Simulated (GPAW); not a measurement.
HfMoC2, 4 atoms in the cell. Symmetry: P4/mmm, No. 123, tetragonal system. Conventional cell: a = 3.191 Å, b = 3.191 Å, c = 4.485 Å, α = 90.00°, β = 90.00°, γ = 90.00°. Around Hf (site symmetry 4/mmm) lie 6 C at 2.24 to 2.26 Å. Mo (site symmetry 4/mmm) is surrounded by 6 C at 2.24 to 2.26 Å. C (site symmetry 4/mmm) is surrounded by 2 Mo at 2.24 Å and 4 Hf at 2.26 Å. C (site symmetry 4/mmm) has 2 Hf at 2.24 Å and 4 Mo at 2.26 Å as nearest neighbours. The cell comes from a database or a generator and needn't be the stable form of this composition.

| Item | Value |
| --- | --- |
| Program | GPAW 26.7.0 |
| Task | equation of state |
| Functional | LDA |
| Potentials or basis | the program's PAW data sets (release 1.2.1) made for this functional |
| Cutoff | 800 eV |
| Basis | pw |
| k mesh | 7 × 7 × 5 |
| Occupations | fermi-dirac, width 0.05 eV |
| Spin | no spin polarisation |
| Maxiter | 150 |
| Eos scales | [0.94, 0.96, 0.98, 1.0, 1.02, 1.04, 1.06] |

Potentials or basis: the program's PAW data sets (release 1.2.1) made for this functional, pw.

Command:

```sh
$ OMP_NUM_THREADS=1 python run.py
```

Hardware: 1 thread of Intel(R) Xeon(R) Platinum 8488C (Sapphire Rapids), with other jobs on the host.

How long does it take, and how much memory?

Wall time 4.4 min on 1 thread of Intel(R) Xeon(R) Platinum 8488C (Sapphire Rapids) (shared host), peak memory 0.38 GiB. Counts: scf iterations 77, plane waves 2277, bands 33, k points 30.
